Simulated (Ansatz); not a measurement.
# ZnS: the cost of one run

Computed with Ansatz 0.2.0 (DFT r²SCAN, frozen-core PAW, scalar-relativistic unless said, unless a step's input says otherwise).

## Step 1: The system as given

Symmetry: P6_3mc, No. 186, hexagonal system. Conventional cell: a = 3.811 Å, b = 3.811 Å, c = 6.234 Å, α = 90.00°, β = 90.00°, γ = 120.00°. Zn (site symmetry 3m) has 4 S at 2.31 to 2.40 Å as nearest neighbours. S (site symmetry 3m) is surrounded by 4 Zn at 2.31 to 2.40 Å.

As a file:

```
CELL_PARAMETERS angstrom
3.81100 0.00000 0.00000
-1.90550 3.30042 0.00000
0.00000 0.00000 6.23400
ATOMIC_POSITIONS crystal
Zn 0.33333 0.66667 0.00000
Zn 0.66667 0.33333 0.50000
S 0.33333 0.66667 0.38500
S 0.66667 0.33333 0.88500
```

Cartesian axes are those of the input's lattice vectors. The structure goes back to a database entry.

## Step 2: Cell and atoms relaxed, PAW

Contents of input.yaml:

```yaml
crystal:
  lattice:
    - [3.81099999999, 0.0, 0.0]
    - [-1.9055, 3.30042281381, 0.0]
    - [0.0, 0.0, 6.234]
  atoms:
    - { symbol: Zn, position: [0.333333333333, 0.666666666667, 0.0] }
    - { symbol: Zn, position: [0.666666666667, 0.333333333333, 0.5] }
    - { symbol: S, position: [0.333333333333, 0.666666666667, 0.385] }
    - { symbol: S, position: [0.666666666667, 0.333333333333, 0.885] }
kpoints:
  mp_grid: { grid: [12, 12, 8] }
scf:
  occupations: { method: fermi_dirac, width: 0.05 }
hamiltonian:
  xc: r2scan
  pseudopotentials: { kind: paw }
relax:
  f_tol: 0.002
  max_steps: 80
  cell: {}
output:
  forces: true
  stress: true
  write_density: true
  write_potential: true
  elf: true
  volumetric_format: npy
```

On the command line:

```bash
ansatz run input.yaml --threads 1 --pin off --max-ram 3072MiB --backend cpu --events-out ev --progress --plain --runs-dir out
```

Q: Estimate wall time and peak memory on 1 thread of Intel Xeon 6975P-C (Granite Rapids), shared host.

About 71 s, with a peak of 0.7 GiB.
